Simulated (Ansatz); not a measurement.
# LiTeO3: the cost of one run

Program: the Python package of Ansatz 0.2.0. Level of theory: DFT PBEsol, plane waves, PAW. These are calculated values, not measurements.

### Step 1. Starting point

LiTeO3 Pm-3m: The structure is cubic, space group Pm-3m (No. 221). The conventional cell has a = 3.490 Å, b = 3.490 Å, c = 3.490 Å, α = 90.00°, β = 90.00°, γ = 90.00°. Li (site symmetry m-3m) is surrounded by 12 O at 2.47 Å and 8 Te at 3.02 Å. Te (site symmetry m-3m) has 6 O at 1.74 to 1.75 Å as nearest neighbours. O (site symmetry 4/mmm) has 2 Te at 1.75 Å and 4 Li at 2.47 Å and 8 O at 2.47 Å as nearest neighbours.

KTeO3 Pm-3m: The structure is cubic, space group Pm-3m (No. 221). The conventional cell has a = 4.110 Å, b = 4.110 Å, c = 4.110 Å, α = 90.00°, β = 90.00°, γ = 90.00°. K (site symmetry m-3m) is surrounded by 12 O at 2.91 Å. Te (site symmetry m-3m) is surrounded by 6 O at 2.05 to 2.06 Å. Around O (site symmetry 4/mmm) lie 2 Te at 2.06 Å and 4 K at 2.91 Å and 8 O at 2.91 Å.

RbTeO3 Pm-3m: The structure is cubic, space group Pm-3m (No. 221). Conventional cell: a = 4.240 Å, b = 4.240 Å, c = 4.240 Å, α = 90.00°, β = 90.00°, γ = 90.00°. Rb (site symmetry m-3m) is surrounded by 12 O at 3.00 Å. Te (site symmetry m-3m) has 6 O at 2.12 Å as nearest neighbours. Around O (site symmetry 4/mmm) lie 2 Te at 2.12 Å and 4 Rb at 3.00 Å and 8 O at 3.00 Å.

CsTeO3 Pm-3m: It takes space group Pm-3m (No. 221, cubic). Conventional cell: a = 4.420 Å, b = 4.420 Å, c = 4.420 Å, α = 90.00°, β = 90.00°, γ = 90.00°. Cs (site symmetry m-3m) is surrounded by 12 O at 3.13 Å. Te (site symmetry m-3m) is surrounded by 6 O at 2.21 Å. Around O (site symmetry 4/mmm) lie 2 Te at 2.21 Å and 4 Cs at 3.13 Å and 8 O at 3.13 Å.

No structure file is read: the coordinates are typed or built in the script.

### Step 2. The script

File series.py:

```python
import warnings

import ansatz as az
import numpy as np

XC = 'pbesol'
CUTOFF = 520
KSPACING = 0.33
FILLING = 'cold'
SIGMA = 0.05


def perovskite(a_site, b_site, x_site, a):
    return (
        az.Lattice.cubic(a)
        .space_group(221)
        .atom(a_site, (0, 0, 0))
        .atom(b_site, (0.5, 0.5, 0.5))
        .atom(x_site, (0.5, 0.5, 0))
    )


def run_phase(name, crystal, relax=True):
    calc = (
        crystal.calculation()
        .functional(XC)
        .basis(CUTOFF)
        .kpoints(spacing=KSPACING)
        .occupations(FILLING, width=SIGMA)
        .stress()
        .band_table()
    )
    if relax:
        calc = calc.relax(force_tolerance=0.02, max_steps=40, cell=True)
    return calc.run(threads=1)

def bulk_modulus(name, outcome, step=0.01):
    # B = -V dP/dV from the pressures of two uniformly scaled cells, atoms held at their fractions
    pressure = []
    for factor in (1 - step, 1.0, 1 + step):
        cell = az.Crystal(lattice=az.Lattice.of(outcome.lattice.cell_ang * factor ** (1 / 3)))
        for site in outcome.report['lattice']['sites']:
            cell = cell.atom(site['symbol'], site['position_frac'])
        pressure.append(np.trace(run_phase(name, cell, relax=False).report['stress_gpa']) / 3)
    slope, bend = (pressure[0] - pressure[2]) / (2 * step), abs(pressure[0] + pressure[2] - 2 * pressure[1])
    # a jump of mesh or basis between the cells shows as a kink: no modulus then
    return float(slope) if bend < 12 * step**2 * abs(slope) + 0.15 and abs(pressure[1]) < 1.5 else float('nan')

def relaxed_twice(name, crystal):
    # the second pass draws mesh and plane waves anew for the relaxed cell
    first = run_phase(name, crystal)
    again = az.Crystal(lattice=az.Lattice.of(first.lattice.cell_ang))
    for site in first.report['lattice']['sites']:
        again = again.atom(site['symbol'], site['position_frac'])
    return run_phase(name, again)


def volume_per_atom(outcome):
    return abs(np.linalg.det(outcome.lattice.cell_ang)) / len(outcome.lattice.sites)

warnings.simplefilter('ignore', az.DeckWarning)

phases = {}
phases['LiTeO3'] = perovskite('Li', 'Te', 'O', 3.49)
phases['KTeO3'] = perovskite('K', 'Te', 'O', 4.11)
phases['RbTeO3'] = perovskite('Rb', 'Te', 'O', 4.24)
phases['CsTeO3'] = perovskite('Cs', 'Te', 'O', 4.42)

done = {}
for name, crystal in phases.items():
    try:
        done[name] = relaxed_twice(name, crystal)
    except az.NonConvergedError as error:
        print(name, 'did not converge:', str(error)[:120])

rows = [(name, float(np.linalg.norm(o.lattice.cell_ang[0])), volume_per_atom(o), bulk_modulus(name, o)) for name, o in done.items()]
print('  compound       a (A)  V (A^3/atom)     B (GPa)')
for row in rows:
    print(f'{str(row[0]):>10}  {row[1]:10.3f}  {row[2]:12.3f}  {row[3]:10.0f}')
```

### Step 3. The run

Command:

```
$ python series.py
```

**Question.** How long does this script take on 1 thread of AMD EPYC 9R45 (Zen 5), shared host, and how much memory does it need?

About 32 s, with a peak of 0.53 GiB.
